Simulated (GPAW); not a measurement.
Runs of GPAW 26.7.0 on NaCu. The structure is tetragonal, space group P4/mmm (No. 123). The conventional cell has a = 2.942 Å, b = 2.942 Å, c = 4.041 Å, α = 90.00°, β = 90.00°, γ = 90.00°. Na (site symmetry 4/mmm) is surrounded by 8 Cu at 2.90 Å and 4 Na at 2.94 Å. Around Cu (site symmetry 4/mmm) lie 8 Na at 2.90 Å and 4 Cu at 2.94 Å. The cell was built by a generator and needn't be a form met in nature.

| level | potentials or basis | eigensolver | pressure (GPa) |
| --- | --- | --- | --- |
| RPBE | the program's PAW data sets (release 1.2.1) made for this functional, pw | - | (a) |
| LDA | the program's PAW data sets (release 1.2.1) made for this functional, pw | - | -2.0 |
| BLYP | PAW data sets generated in the run's folder for this functional, pw | davidson | 4.4 |
| PBEsol | PAW data sets generated in the run's folder for this functional, pw | - | 0.7 |
| revPBE | the program's PAW data sets (release 1.2.1) made for this functional, pw | - | (b) |
| PBE | GPAW PAW data sets (gpaw-data 1.2.1), pw | - | 2.8 |

Alike in all rows: task band structure; no spin polarisation; cell as given; k mesh 9 × 9 × 7; cutoff (eV) 800; smearing fermi-dirac 0.05 eV.

Problem. Estimate the missing entries.

Solution. (a) 5.2; (b) 4.7.

Caveats: with this Cu data set, volumes or pressures lay over 1.5 % or 2 GPa off other programs in two to four cells of ten.

Not every run made on this cell is shown here.
